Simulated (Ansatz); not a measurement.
**C3H12GaN: basis-set convergence**

Aim: see how fast density functionals converge with the basis set for C3H12GaN.

Method: one geometry, several basis sets; program: Ansatz 0.2.0, Gaussian basis.

The runs, in order: PBE0-D4/def2-SVP; ωB97M-V/def2-SVP; PBE0-D4/def2-QZVPP; ωB97M-V/def2-QZVPP; the functionals' def2-TZVPP values are taken from earlier runs.

### Step 1. Structure used throughout

The geometry comes from an earlier relaxation with PBE0-D4 in a triple-zeta def2 set; it is a stationary point, not always the lowest conformer.

SMILES `C[NH2+][GaH-]([CH3])[CH3]`, 17 atoms, charge 0, spin multiplicity 1.

Atoms are counted from 1 here; the program's logs count them from 0.

Bond lengths: C1–N2 1.465 Å, C1–H6 1.093 Å, C1–H7 1.090 Å, C1–H8 1.090 Å, N2–Ga3 2.160 Å, N2–H9 1.014 Å, N2–H10 1.014 Å, Ga3–C4 1.994 Å, Ga3–C5 1.994 Å, Ga3–H11 1.594 Å, C4–H12 1.094 Å, C4–H13 1.094 Å, C4–H14 1.094 Å, C5–H15 1.094 Å, C5–H16 1.094 Å, C5–H17 1.094 Å. Angles: N2–C1–H6 112.8°, N2–C1–H7 108.9°, N2–C1–H8 108.9°, H6–C1–H7 109.1°, H6–C1–H8 109.1°, H7–C1–H8 108.0°, C1–N2–Ga3 114.9°, C1–N2–H9 110.8°, C1–N2–H10 110.8°, Ga3–N2–H9 106.7°, Ga3–N2–H10 106.7°, H9–N2–H10 106.6°, N2–Ga3–C4 100.0°, N2–Ga3–C5 100.0°, N2–Ga3–H11 96.4°, C4–Ga3–C5 118.2°, C4–Ga3–H11 117.4°, C5–Ga3–H11 117.4° and more.

As a file:

```mol
C3H12GaN
  3D, bonds by distance, orders not assigned

 17 16  0  0  0  0  0  0  0  0999 V2000
    0.6517    1.4337   -1.1936 C   0  0
    1.1803    0.8729    0.0521 N   0  0
   -0.0071   -0.7126    0.9122 Ga  0  0
    0.0618   -2.0421   -0.5717 C   0  0
   -1.7171    0.2639    1.2230 C   0  0
    1.2787    2.2325   -1.5983 H   0  0
    0.5693    0.6366   -1.9318 H   0  0
   -0.3481    1.8250   -1.0075 H   0  0
    1.2647    1.5912    0.7629 H   0  0
    2.1107    0.4952   -0.0894 H   0  0
    0.9307   -0.9714    2.1744 H   0  0
   -0.3667   -2.9923   -0.2402 H   0  0
    1.0861   -2.2537   -0.8933 H   0  0
   -0.5116   -1.7214   -1.4461 H   0  0
   -2.2326    0.5098    0.2902 H   0  0
   -2.3992   -0.3578    1.8100 H   0  0
   -1.5707    1.1900    1.7871 H   0  0
  1  2  8  0
  2  3  8  0
  3  4  8  0
  3  5  8  0
  1  6  8  0
  1  7  8  0
  1  8  8  0
  2  9  8  0
  2 10  8  0
  3 11  8  0
  4 12  8  0
  4 13  8  0
  4 14  8  0
  5 15  8  0
  5 16  8  0
  5 17  8  0
M  END
```

### Step 2. PBE0-D4 in def2-SVP

in.yaml

```yaml
crystal:
  periodic: [false, false, false]
  atoms:
    - {symbol: C, position_ang: [0.651720, 1.433702, -1.193558]}
    - {symbol: N, position_ang: [1.180286, 0.872936, 0.052067]}
    - {symbol: Ga, position_ang: [-0.007072, -0.712555, 0.912214]}
    - {symbol: C, position_ang: [0.061838, -2.042095, -0.571658]}
    - {symbol: C, position_ang: [-1.717123, 0.263894, 1.222985]}
    - {symbol: H, position_ang: [1.278726, 2.232494, -1.598309]}
    - {symbol: H, position_ang: [0.569297, 0.636557, -1.931842]}
    - {symbol: H, position_ang: [-0.348076, 1.824991, -1.007546]}
    - {symbol: H, position_ang: [1.264697, 1.591207, 0.762939]}
    - {symbol: H, position_ang: [2.110715, 0.495241, -0.089442]}
    - {symbol: H, position_ang: [0.930685, -0.971402, 2.174401]}
    - {symbol: H, position_ang: [-0.366694, -2.992262, -0.240156]}
    - {symbol: H, position_ang: [1.086113, -2.253722, -0.893257]}
    - {symbol: H, position_ang: [-0.511600, -1.721412, -1.446126]}
    - {symbol: H, position_ang: [-2.232624, 0.509770, 0.290158]}
    - {symbol: H, position_ang: [-2.399221, -0.357759, 1.810047]}
    - {symbol: H, position_ang: [-1.570669, 1.190014, 1.787083]}
basis:
  gaussian: {orbitals: def2-SVP}
hamiltonian: {xc: pbe0, dispersion: d4}
output: {orbitals: {seedname: orbitals}}
```

On the command line:

```bash
$ ansatz run in.yaml --threads 4 --pin off --events-out ev --progress --plain --max-ram 11315MiB
```

Further steps of the session: ωB97M-V in def2-SVP; PBE0-D4 in def2-QZVPP; ωB97M-V in def2-QZVPP.

**Question.** What will the summary of the whole plan be? Wanted: PBE0-D4: double and triple zeta above quadruple; ωB97M-V: double and triple zeta above quadruple.

The runs gave:

| quantity | value |
| --- | --- |
| PBE0-D4: double and triple zeta above quadruple | 13.58, 1.47 eV |
| ωB97M-V: double and triple zeta above quadruple | 13.86, 1.43 eV |

**Reading.** For PBE0-D4 the step from double to triple zeta gains 12.11 eV and the next only 1.47 eV. These are total energies; as a rule much of such shifts cancels in differences, which this series doesn't test. The LUMO of ωB97M-V is positive and keeps falling with the basis (2.46 to 1.07 eV): an unbound level that the basis holds in place.
